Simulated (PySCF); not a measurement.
# C2H5GeN2P: the cost of one run

Computed with PySCF 2.14.0 and routines of our own; the level stands in each step. Atoms count from 0.

## 1. The system as given

11 atoms, charge 0, multiplicity 1; geometry from: GFN2-xTB.

## 2. Geometry optimisation at PBE0-D3(BJ)/def2-SVP

What the job is given:

```
{"job": {"xc": "PBE0", "basis": "def2-SVP", "d3": "d3bj", "grid": 1, "maxiter": 30, "shake": 0.01, "kind": "geom"}, "charge": 0, "multiplicity": 1}
Ge    -1.826380     0.021190    -0.085440
N     -0.021640    -0.146040     0.069740
C      0.809920    -1.068750     0.544610
P      2.514140    -0.609720     0.380400
C      1.861490     0.851090    -0.370430
N      0.559710     0.944610    -0.443950
H     -2.447100    -1.180160     0.515820
H     -2.097470     0.170950    -1.554580
H     -2.187630     1.296940     0.671820
H      0.419810    -1.969970     0.989620
H      2.453250     1.664030    -0.733270
```

Run with:

```
> OMP_NUM_THREADS=1 python heavy_run.py task.json out
```

One launch serves the whole session: the jobs run in the order shown.

**Question.** How long does this first job take on 1 thread of Arm Neoverse N1, shared host, and how much memory does it need?

About 72 s, with a peak of 0.55 GiB.
